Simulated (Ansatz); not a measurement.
**Si2H6S + H2: a complex and its separated parts**

Aim: how far the complex at one end of a reaction step lies below its separated, relaxed parts, level by level.

Method: PBE0-D4/def2-TZVP structures, single points in def2-TZVPP, no counterpoise correction; program: Ansatz 0.2.0, Gaussian basis.

Levels: SPW92, PBE-D4, BLYP-D4, r2SCAN-D4, B97M-V, PBE0-D4, B3LYP-D4, r2SCAN0-D4, BHLYP-D4, CAM-B3LYP-D4, wB97X-V, wB97M-V, B2PLYP, PBE-QIDH, RPA on PBE, Hartree-Fock, MP2, CCSD, CCSD(T).

Correlated methods freeze the cores. B3LYP uses VWN-RPA correlation. B2PLYP carries no dispersion term here.

94 further runs of the same task are left out: 94 set aside as unsound or not needed.

## 1. Starting geometry

The complex: 11 atoms, charge 0, spin multiplicity 1.

Atoms are counted from 1 here; the program's logs count them from 0.

Bond lengths: Si1–S2 2.145 Å, Si1–H3 1.488 Å, Si1–H4 1.488 Å, Si1–Si5 2.338 Å, S2–H8 1.344 Å, Si5–H9 1.486 Å, Si5–H10 1.488 Å, Si5–H11 1.486 Å, H6–H7 0.747 Å. Angles: S2–Si1–H3 110.7°, S2–Si1–H4 110.6°, S2–Si1–Si5 106.3°, H3–Si1–H4 107.9°, H3–Si1–Si5 110.6°, H4–Si1–Si5 110.7°, Si1–S2–H8 95.4°, Si1–Si5–H9 110.0°, Si1–Si5–H10 109.2°, Si1–Si5–H11 110.2°, H9–Si5–H10 109.0°, H9–Si5–H11 109.2°, H10–Si5–H11 109.2°.

Coordinates:

```mol
H8SSi2
  3D, bonds by distance, orders not assigned

 11  9  0  0  0  0  0  0  0  0999 V2000
   -0.9737   -0.2086   -0.4031 Si  0  0
    0.2678   -1.7582   -1.2133 S   0  0
   -2.1652    0.0158   -1.2663 H   0  0
   -1.4568   -0.5801    0.9542 H   0  0
    0.3516    1.7156   -0.3126 Si  0  0
    1.3279   -1.5637    1.7778 H   0  0
    1.4195   -1.2998    2.4711 H   0  0
   -0.6653   -2.7225   -1.1319 H   0  0
    0.8156    2.0790   -1.6773 H   0  0
   -0.4532    2.8374    0.2411 H   0  0
    1.5320    1.4851    0.5601 H   0  0
  1  2  8  0
  1  3  8  0
  1  4  8  0
  1  5  8  0
  2  8  8  0
  5  9  8  0
  5 10  8  0
  5 11  8  0
  6  7  8  0
M  END
```

Its parts: Si2H6S holds atoms 1, 2, 3, 4, 5, 8, 9, 10, 11; H2 holds atoms 6, 7. Each part counts its atoms afresh in its own runs.

## 2. Relaxing Si2H6S alone

File relax-a/in.yaml:

```yaml
crystal:
  periodic: [false, false, false]
  atoms:
    - {symbol: Si, position_ang: [-0.973729, -0.208590, -0.403074]}
    - {symbol: S, position_ang: [0.267768, -1.758202, -1.213261]}
    - {symbol: H, position_ang: [-2.165159, 0.015752, -1.266276]}
    - {symbol: H, position_ang: [-1.456763, -0.580069, 0.954227]}
    - {symbol: Si, position_ang: [0.351615, 1.715589, -0.312591]}
    - {symbol: H, position_ang: [-0.665287, -2.722485, -1.131908]}
    - {symbol: H, position_ang: [0.815559, 2.079018, -1.677260]}
    - {symbol: H, position_ang: [-0.453202, 2.837364, 0.241076]}
    - {symbol: H, position_ang: [1.532002, 1.485120, 0.560143]}
basis:
  gaussian: {orbitals: def2-TZVP}
hamiltonian: {xc: pbe0, dispersion: d4}
relax: {f_tol: 0.005, max_steps: 200}
```

Run with:

```sh
ansatz run in.yaml --threads 4 --pin off --events-out ev --progress --plain --max-ram 9574MiB
```

Further steps of the session: Relaxing H2 alone; SPW92/def2-TZVPP; PBE-D4/def2-TZVPP; BLYP-D4/def2-TZVPP; r2SCAN-D4/def2-TZVPP; B97M-V/def2-TZVPP; PBE0-D4/def2-TZVPP; B3LYP-D4/def2-TZVPP; r2SCAN0-D4/def2-TZVPP; BHLYP-D4/def2-TZVPP; CAM-B3LYP-D4/def2-TZVPP; wB97X-V/def2-TZVPP; wB97M-V/def2-TZVPP; B2PLYP/def2-TZVPP; PBE-QIDH/def2-TZVPP; RPA on PBE/def2-TZVPP; CCSD(T)/def2-TZVPP; Vibrations of Si2H6S; Vibrations of H2.

Q: Predict the outcome of this session. Wanted: complex less parts, CCSD(T)/def2-TZVPP; with zero-point energy; largest T1 diagnostic.

The runs gave:

| quantity | value |
| --- | --- |
| complex less parts, CCSD(T)/def2-TZVPP | -2.22 kJ/mol |
| with zero-point energy | +1.92 kJ/mol |
| largest T1 diagnostic | 0.012 |

**Reading.** At CCSD(T) the complex lies 2.22 kJ/mol below its parts. Among the functionals r2SCAN-D4 lands nearest to CCSD(T) (+0.01 kJ/mol) and SPW92 farthest (-4.82 kJ/mol). Mean unsigned error by rung: LDA 4.82, GGA 1.43, meta-GGA 0.52, hybrid 1.11, range-separated hybrid 1.16, double hybrid 1.05 kJ/mol. PBE-D4 gives a relative energy 2.41 kJ/mol too low, an error of 108 % of the reference. No counterpoise was applied, and triple zeta lacks some correlation, so the CCSD(T) reference has a basis error of its own, and close matches with it are partly luck.
